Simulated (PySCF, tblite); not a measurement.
# C₅H₇BrO: geometry, infrared bands and NMR shifts

Wanted: the infrared bands and NMR shifts of C₅H₇BrO (`O=C(Br)C1CCC1`), by calculation.

Programs: tblite 0.8.0 and PySCF 2.14.0, with density-fitted response routines of our own. Each step states its level of theory. These are calculated values for one molecule in the gas phase, unless marked as measured. Atoms count from 0, in the outputs and in this text.

## 1. Starting geometry

14 atoms, charge 0, multiplicity 1; geometry from: force field or distance geometry start.

Bonds of the start (Å): O0–C1 1.22, C1–Br2 1.92, C1–C3 1.48, C3–C4 1.52, C4–C5 1.50, C5–C6 1.51, C6–C3 1.52, C3–H7 1.11, C4–H8 1.11, C4–H9 1.11, C5–H10 1.09, C5–H11 1.11, C6–H12 1.10, C6–H13 1.10.

## 2. Optimising the geometry with GFN2-xTB

Job settings and geometry (Å):

```
{"job": {"kind": "relax", "xc": "GFN2-xTB", "basis": "xTB"}, "charge": 0, "multiplicity": 1}
O      1.670100     0.469000    -1.586500
C      1.720600    -0.015400    -0.464800
Br     3.238700    -1.039300     0.125200
C      0.596200     0.196500     0.467600
C     -0.462000     1.029100    -0.236400
C     -1.497500    -0.034800    -0.013400
C     -0.379400    -0.969600     0.378600
H      0.839500     0.537700     1.497900
H     -0.183600     1.226200    -1.289400
H     -0.640700     1.936000     0.382000
H     -2.209300     0.207700     0.772300
H     -2.011800    -0.434100    -0.913700
H     -0.085300    -1.617800    -0.465800
H     -0.596000    -1.491700     1.324300
```

On the command line:

```
$ OMP_NUM_THREADS=1 python probes_run.py task.json out
```

This one command runs all jobs of the session in turn.

**Question.** This job is followed by: GFN2-xTB harmonic vibrations, gas phase; GIAO PBE0/pcSseg-1 NMR shielding, non-relativistic, gas phase. Predict these results of the whole session: strongest single infrared mode (GFN2-xTB); zero-point energy (GFN2-xTB); 13C shifts against TMS (PBE0/pcSseg-1, means over atoms taken as alike); 1H shifts against TMS (PBE0/pcSseg-1, means over atoms taken as alike); 17O shifts against H2O (PBE0/pcSseg-1); 79Br shifts against HBr (PBE0/pcSseg-1); surface potential, 1st and 99th percentile.

The runs gave:

| quantity | value |
| --- | --- |
| strongest single infrared mode (GFN2-xTB) | 1865 cm⁻¹, 468 km/mol |
| zero-point energy (GFN2-xTB) | 68.4 kcal/mol |
| 13C shifts against TMS (PBE0/pcSseg-1, means over atoms taken as alike) | 193.4, 51.4, 26.3, 15.6 ppm |
| 1H shifts against TMS (PBE0/pcSseg-1, means over atoms taken as alike) | 3.69, 2.59, 2.37, 2.01, 1.88 ppm |
| 17O shifts against H2O (PBE0/pcSseg-1) | 602.6 ppm |
| 79Br shifts against HBr (PBE0/pcSseg-1) | 966 ppm |
| surface potential, 1st and 99th percentile | -1.17 V and 1.15 V |

In words: Over 58 steps the energy fell by 0.603 eV; of the close pairs, C1–Br2 changed most, 1.924 to 1.989 Å. No mode is imaginary among the 36: a minimum at this level. The strongest single mode, at 1865 cm⁻¹, moves mainly C1 and O0. Unscaled tight-binding wavenumbers are off by several per cent, some by more. Its intensities can rank the bands wrongly. C1 stands next to heavy halogen, whose spin-orbit shielding this run leaves out, so the computed shift lies too far downfield, most of all for carbon beside Br or I. At PBE0/pcSseg-1: The widest tensor belongs to Br2: span 1983 ppm, with a paramagnetic part of -1467 ppm. At PBE0/pcSseg-1, counted by nearest atom on the grid, the HOMO lies on Br2 70 %; O0 21 %, the LUMO on C1 46 %; O0 30 %. Spin-orbit coupling is left out, which matters for shieldings and couplings at and beside the heavy atoms.
